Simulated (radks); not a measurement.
# Spin polarisation of the 4f shell in Sm²⁺

The task here is to estimate one member of a computed series from the others.

The numbers are computed with radks (a radial shooting solver on a logarithmic mesh, Libxc functionals) version 1 (scalar-relativistic Kohn-Sham, PBE, spin-polarised, spherical densities, point nucleus), except any that are marked as measured or tabulated.

## What is computed

* element: samarium (Z = 62)
* charge: +2
* electrons: 60
* configuration: [Xe] 4f(up 3, down 3)

A shell typed twice in an input gives spin up, then spin down.

The first run:

Settings of this run:

```text
Z 62
configuration [Xe] 4f3 4f3
relativity scalar-relativistic
functional pbe,pbe
spin polarised
nucleus point
c 137.035999084
```

Steps of the session up to this table: No moment.

One table of the session follows, with a row left open; its other results are not shown here.

It belongs to the step «No moment». From the orbitals of this run (lengths in bohr):

```
level     <r>  outermost maximum (interpolated)  90 % within  nodes
   3p  0.2533                             0.229        0.379      1
   3d  0.2310                             0.188        0.360      0
   4s       ?                                 ?            ?      ?
   4p  0.6133                             0.563        0.892      2
   4d  0.6709                             0.587         1.01      1
   5s   1.408                              1.26         2.03      4
   5p   1.647                              1.43         2.41      3
   4f  0.9929                             0.614         1.75      0
```

Estimate the missing values for 4s.

As computed: <r>: 0.5792; outermost maximum (interpolated): 0.539; 90 % within: 0.832; nodes: 3. In the column «<r>» it lies between 3p (0.2533) and 4p (0.6133).
